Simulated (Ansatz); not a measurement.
Set up this calculation in Ansatz 0.2.0, as the native input.

| Property | Result |
| --- | --- |
| Task | band structure |
| Functional | PBE |
| Potentials or basis | Ansatz PAW |
| Cutoff | 420 eV (not typed: the program's choice for these potentials) |
| k mesh | 5 × 5 × 6 |
| Occupations | fermi-dirac, width 0.05 eV |
| Spin | spin-orbit coupling, no magnetisation |
| Path | [["G", "M", "K", "G", "A", "L", "H", "A"], ["L", "M"], ["K", "H"]] |
| Points for each segment of the path | 14 |

Crystal: AlSn.

```
Sn Al
1.0
     4.19811    0.00000    0.00000
    -2.09905    3.63567    0.00000
     0.00000    0.00000    3.30685
Sn Al
1 1
Cartesian
  0.0000 2.4238 1.6534
  0.0000 0.0000 0.0000
```

The cell comes from a database or a generator and needn't be the stable form of this composition.

The input as run:

input.yaml

```yaml
crystal:
  lattice:
    - [4.1981056157, 0.0, 0.0]
    - [-2.0990528078, 3.6356661109, 0.0]
    - [0.0, 0.0, 3.306847]
  atoms:
    - { symbol: Sn, position: [0.3333333333, 0.6666666667, 0.5] }
    - { symbol: Al, position: [0.0, 0.0, 0.0] }
hamiltonian:
  xc: pbe
  pseudopotentials: { kind: paw_fr }
magnetization:
  noncollinear: true
  spin_orbit: true
kpoints:
  mp_grid: { grid: [5, 5, 6] }
  band_path:
    path:
      - [[0.0, 0.0, 0.0], [0.5, 0.0, 0.0], [0.3333333333, 0.3333333333, 0.0], [0.0, 0.0, 0.0], [0.0, 0.0, 0.5], [0.5, 0.0, 0.5], [0.3333333333, 0.3333333333, 0.5], [0.0, 0.0, 0.5]]
      - [[0.5, 0.0, 0.5], [0.5, 0.0, 0.0]]
      - [[0.3333333333, 0.3333333333, 0.0], [0.3333333333, 0.3333333333, 0.5]]
    npoints: 14
scf:
  occupations: { method: fermi_dirac, width: 0.05 }
  n_extra_bands: 6
output:
  forces: true
  stress: true
  eigenvalues: true
  fatbands: false
```

Potentials or basis: Ansatz PAW.

The run is started by

```console
$ ansatz run input.yaml --threads 2 --pin off --max-ram 5632MiB --backend cpu --events-out ev --progress --plain --runs-dir out
```

Results of the run:

* Pressure: 0.0 GPa
* Band gap on the k mesh: none (metal or under the smearing width)

It took 13 s on 2 threads of Arm Neoverse V1 (shared host), peak memory 0.42 GiB.
